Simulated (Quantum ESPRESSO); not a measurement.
**AlSi2Cl: zone-centre phonons under several settings**

```
Al Si Cl
1.0
     3.80282    0.00000    0.00000
    -1.90141    3.29334    0.00000
     0.00000    0.00000    4.98986
Al Si Cl
1 2 1
Cartesian
  1.9014 1.0978 2.4949
  0.0000 0.0000 3.7265
  0.0000 0.0000 1.2633
  0.0000 2.1956 0.0000
```

The cell was built by a generator and needn't be a form met in nature.

All runs used Quantum ESPRESSO 7.5; k mesh 4 × 4 × 4, shifted; relaxed cell; no spin polarisation; cutoff 612 eV; occupations fermi-dirac, width 0.05 eV.

| level | potentials | volume (Å³/atom) | pressure (GPa) | lowest optical mode without the field (cm⁻¹) | highest optical mode without the field (cm⁻¹) |
| --- | --- | --- | --- | --- | --- |
| PBE | GBRV 1.5 PBE | ? | 0.0 | ? | ? |
| PBEsol | GBRV 1.5 PBEsol | 19.61 | 0.0 | 121i | 532 |
| RPBE | GBRV 1.5 PBE | 20.87 | 0.0 | 127i | 520 |
| PW91 | GBRV 1.5 PBE | 20.53 | 0.0 | 128i | 520 |
| BLYP | GBRV 1.5 PBE | 22.40 | 0.1 | 139i | 477 |

**Question.** What stands in the row left open?

**Answer.** Volume 20.43 Å³/atom; lowest optical mode without the field 125i cm⁻¹; highest optical mode without the field 524 cm⁻¹.

Values marked i are imaginary: the cell is unstable against those modes at that level, or the meshes are too thin.

Caveats: all runs use coarse meshes; the mesh is thin for the phonons of a metal; some modes are imaginary; the volume moved by over 15 % at a fixed basis, so the end points are rough; the potentials were made for another functional, which shifts forces and pressure (some runs); before the sum rule the acoustic modes lie tens of cm⁻¹ from zero, a sign that the density grid also shifts the optical modes (some runs).

For the row left open. Caveat: the k mesh is coarse (spacing up to 0.48 Å⁻¹), so the values aren't converged; the mesh is thin for the phonons of a metal; some modes are imaginary; the volume moved by over 15 % at a fixed basis, so the end points are rough.
